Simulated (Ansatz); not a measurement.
# Ge2H3 (doublet): wave-function methods side by side at a displaced geometry (v1), cc-pVDZ

Aim: climb from Hartree-Fock through coupled cluster for Ge2H3 (doublet) at one geometry and basis, and see what each rung misses.

Computed with Ansatz 0.2.0, Gaussian basis. Level: cc-pVDZ, core rule «outside noble gas», up to 28 orbitals frozen.

To be run: UHF; CCSD(T) on ROHF; CCSD(T) on UHF; BCCD(T) on ROHF; CISD; CCSDT(Q) on ROHF; CCSDT(Q) on UHF.

15 further runs of the same task are left out: 6 that didn't finish, 9 set aside as unsound or not needed.

### Step 1. The geometry

The geometry is a PBE0/def2-TZVP stationary point (not a proven minimum) with its atoms shifted at random (size 0.040 Å). No spin-orbit coupling is included. The filled d shell of Ge may be among the frozen orbitals whatever the setting's name suggests; the logs give the count.

5 atoms, charge 0, spin multiplicity 2.

Atoms are counted from 1 here; the program's logs count them from 0.

Bond lengths: Ge1–Ge2 2.417 Å, Ge1–H3 1.550 Å, Ge1–H4 1.552 Å, Ge2–H5 1.611 Å. Angles: Ge2–Ge1–H3 127.8°, Ge2–Ge1–H4 122.3°, H3–Ge1–H4 109.9°, Ge1–Ge2–H5 89.4°.

### Step 2. UHF

in.yaml reads:

```yaml
crystal:
  periodic: [false, false, false]
  atoms:
    - {symbol: Ge, position_ang: [0.001132, 0.020955, 1.187741]}
    - {symbol: Ge, position_ang: [0.000299, -0.042711, -1.228013]}
    - {symbol: H, position_ang: [0.048263, 1.270237, 2.104542]}
    - {symbol: H, position_ang: [-0.054514, -1.267118, 2.051153]}
    - {symbol: H, position_ang: [-0.096898, 1.564826, -1.253412]}
basis:
  gaussian: {orbitals: cc-pVDZ}
magnetization: {spin_polarized: true, initial_magnetization: 1}
hamiltonian: {xc: hf}
output: {orbitals: {seedname: orbitals}}
```

Command:

```bash
ansatz run in.yaml --threads 1 --pin off --events-out ev --progress --plain --max-ram 2393MiB
```

After this run come: CCSD(T) on ROHF; CCSD(T) on UHF; BCCD(T) on ROHF; CISD; CCSDT(Q) on ROHF; CCSDT(Q) on UHF.

**Question.** What will the summary of the whole plan be? Wanted: UCCSDT(Q) below the RHF energy; RMP2 from UCCSDT(Q); UMP2 from UCCSDT(Q); RCCSD from UCCSDT(Q); RCCSD(T) from UCCSDT(Q); UCCSD(T) from UCCSDT(Q); RCCSDT(Q) from UCCSDT(Q); T1 diagnostic.

**Answer**, as computed:

| quantity | value |
| --- | --- |
| UCCSDT(Q) below the RHF energy | -5.7677 eV |
| RMP2 from UCCSDT(Q) | +1290.3 meV |
| UMP2 from UCCSDT(Q) | +1306.9 meV |
| RCCSD from UCCSDT(Q) | +219.3 meV |
| RCCSD(T) from UCCSDT(Q) | +47.8 meV |
| UCCSD(T) from UCCSDT(Q) | +46.6 meV |
| RCCSDT(Q) from UCCSDT(Q) | +2.1 meV |
| levels within 1 kcal/mol (43 meV) | RCCSDT, UCCSDT, RCCSDT(Q) |
| T1 diagnostic | 0.019 |

RCCSD(T) lands +47.8 meV from the yardstick (0.8 % of the correlation energy). These misses are within one basis, not against nature; the frozen cores of restricted and unrestricted runs differ, which can shift their rows.
